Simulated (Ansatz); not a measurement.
**SrCaF4: the band gap up the ladder of functionals**

The task here is to estimate one member of a computed series from the others.

Code: Ansatz 0.2.0. PAW datasets, plane waves. Values at 0 K without nuclear motion; spin polarisation is off, and the phase may be a hypothetical one.

## The system as given

The cell was relaxed beforehand with r2SCAN.

It is tetragonal, P4/mmm (No. 123); a = 3.963 Å, c = 5.647 Å in the conventional setting, 14.78 Å³ an atom. Ca has 8 F at 2.39 Å; F has 2 Ca at 2.39 Å and 2 Sr at 2.47 Å and 1 F at 2.68 Å; Sr has 8 F at 2.47 Å.

The structure in full:

Space group P4/mmm (No. 123). a = 3.963 Å, b = 3.963 Å, c = 5.647 Å, α = 90.00°, β = 90.00°, γ = 90.00°
```
atom  site  symmetry       x       y       z
  Ca    1a     4/mmm  0.0000  0.0000  0.0000
   F    4i      2mm.  0.0000  0.5000  0.7624
  Sr    1d     4/mmm  0.5000  0.5000  0.5000
```

The first run:

input.yaml

```yaml
crystal:
  lattice:
    - [3.9633071128, 0.0, 0.0]
    - [0.0, 3.9633071128, 0.0]
    - [0.0, 0.0, 5.6465214237]
  atoms:
    - { symbol: Ca, position: [0.0, 0.0, 0.0] }
    - { symbol: F, position: [0.0, 0.5, 0.7624124393] }
    - { symbol: F, position: [0.0, 0.5, 0.2375875607] }
    - { symbol: Sr, position: [0.5, 0.5, 0.5] }
    - { symbol: F, position: [0.5, 0.0, 0.2375875607] }
    - { symbol: F, position: [0.5, 0.0, 0.7624124393] }
kpoints:
  mp_grid: { grid: [6, 6, 4] }
  band_path:
    path:
      - [[0.0, 0.0, 0.0], [1.363030727408e-51, 0.5, 0.0], [0.5, 0.5, 0.0], [0.0, 0.0, 0.0], [0.0, 0.0, 0.5], [1.363030727408e-51, 0.5, 0.5], [0.5, 0.5, 0.5], [0.0, 0.0, 0.5]]
      - [[1.363030727408e-51, 0.5, 0.0], [1.363030727408e-51, 0.5, 0.5]]
      - [[0.5, 0.5, 0.0], [0.5, 0.5, 0.5]]
    npoints: 10
hamiltonian:
  xc: pbe
scf:
  occupations: { method: fermi_dirac, width: 0.02 }
  n_extra_bands: 5
output:
  forces: true
  stress: true
  eigenvalues: true
  write_density: true
  write_potential: true
  elf: true
  volumetric_format: npy
```

Command:

```console
$ ansatz run input.yaml --threads 2 --pin off --max-ram 18432MiB --backend cpu --events-out ev --progress --plain --runs-dir out
```

Steps of the session up to this table: PBE band path; r2SCAN; HSE06 at the same geometry; Single point with PBE+SOC; PBE0.

One table of the session follows, with a row left open; its other results are not shown here.

| level | gap (eV) |
| --- | --- |
| PBE | 6.99 |
| r2SCAN | ? |
| HSE06 | 9.06 |
| PBE+SOC | 6.99 |
| PBE0 | 9.83 |

Q: Estimate the row for r2SCAN from the others.

The run gave: gap (eV): 7.60. In the column «gap (eV)» it lies between PBE+SOC (6.99) and HSE06 (9.06).

Meshes: PBE 6×6×4, r2SCAN 6×6×4, HSE06 4×4×4, PBE+SOC 6×6×4, PBE0 4×4×4

PBE reaches 77 % of the HSE06 value, and r2SCAN 84 %. PBE0 lies 0.77 eV above HSE06, which differs from it by screening the long-range exchange.

Caveats from the session: Warnings in the runs' records: stress scf threshold loose, stress exchange threshold loose.
